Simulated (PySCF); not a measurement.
# B²⁺: basis, grid and Hamiltonian

The method stays; parts of the set-up, such as the basis or the Hamiltonian, are changed.

Computed with PySCF 2.14.0. Level: each script names its method and basis.

1 further run of the same task is left out (it didn't finish).

## (1) The atom

B²⁺: 1 atom, charge 2, spin multiplicity 2.

## (2) The base run

Contents of input.py:

```python
from pyscf import gto, dft

mol = gto.M(
    atom='B 0 0 0',
    basis='def2-svpd',
    charge=2,
    spin=1,
    verbose=4,
)
mf = dft.UKS(mol, xc='revpbe')
mf.kernel()
mf.stability(internal=True, external=True)
mf.dip_moment()
print('orbital energies (hartree):', [e[max(0, n-3):n+3].round(4) for e, n in zip(mf.mo_energy, mol.nelec)])
```

Launch:

```
$ OMP_NUM_THREADS=1 python input.py
```

The log of this run is left out.

It gives: E(SCF) = -23.403360 Eh, 5 cycles, ⟨S²⟩ = 0.750, internal stable; real -> complex stable; UHF/UKS -> GHF/GKS unstable.

## (3) Cc-pcvdz

Variant 1 changes basis set: def2-svpd → cc-pcvdz.

Contents of input.py:

```python
from pyscf import gto, dft

mol = gto.M(
    atom='B 0 0 0',
    basis='cc-pcvdz',
    charge=2,
    spin=1,
    verbose=4,
)
mf = dft.UKS(mol, xc='revpbe')
mf.kernel()
mf.stability(internal=True, external=True)
mf.dip_moment()
print('orbital energies (hartree):', [e[max(0, n-3):n+3].round(4) for e, n in zip(mf.mo_energy, mol.nelec)])
```

Launch:

```
$ OMP_NUM_THREADS=1 python input.py
```

## (4) Cartesian functions on

Variant 2 changes Cartesian functions: off → on.

Changes to input.py since step 2:

```diff
@@ -7,2 +7,3 @@
     spin=1,
+    cart=True,
     verbose=4,
```

## (5) Integration grid 5

Variant 3 changes integration grid: default → 5.

Changes to input.py since step 2:

```diff
@@ -10,2 +10,3 @@
 mf = dft.UKS(mol, xc='revpbe')
+mf.grids.level = 5
 mf.kernel()
```

## (6) Integration grid (20, 50)

Variant 4 changes integration grid: default → (20, 50).

Changes to input.py since step 2:

```diff
@@ -10,2 +10,3 @@
 mf = dft.UKS(mol, xc='revpbe')
+mf.grids.atom_grid = (20, 50)
 mf.kernel()
```

Before running it: what results should come out? Wanted: for each run, E(SCF); from base; gap, α spin; after the SCF.

The runs gave:

```csv
run,E(SCF) (hartree),from base (eV),cycles,"gap, α spin (eV)",functions,after the SCF
base,-23.403360,0,5,5.91,20,unstable: UHF/UKS -> GHF/GKS
cc-pcvdz,-23.429511,-0.7116,5,6.33,18,unstable: UHF/UKS -> GHF/GKS
Cartesian functions on,-23.405017,-0.0451,5,5.95,22,unstable: UHF/UKS -> GHF/GKS
integration grid 5,-23.403360,0.0000,5,5.91,20,unstable: UHF/UKS -> GHF/GKS
"integration grid (20, 50)",-23.403395,-0.0010,5,5.90,20,unstable: UHF/UKS -> GHF/GKS
```

The SCF energy stays the same, to the digits that matter, with integration grid 5. Of the runs whose energies can be compared, “cc-pcvdz” moves the SCF energy most (-0.712 eV). cc-pcvdz (18 functions) gives an energy 0.71 eV lower than def2-svpd (20); size alone doesn't order basis sets of different families. Rows marked «poor choice» come from settings spoiled on purpose.
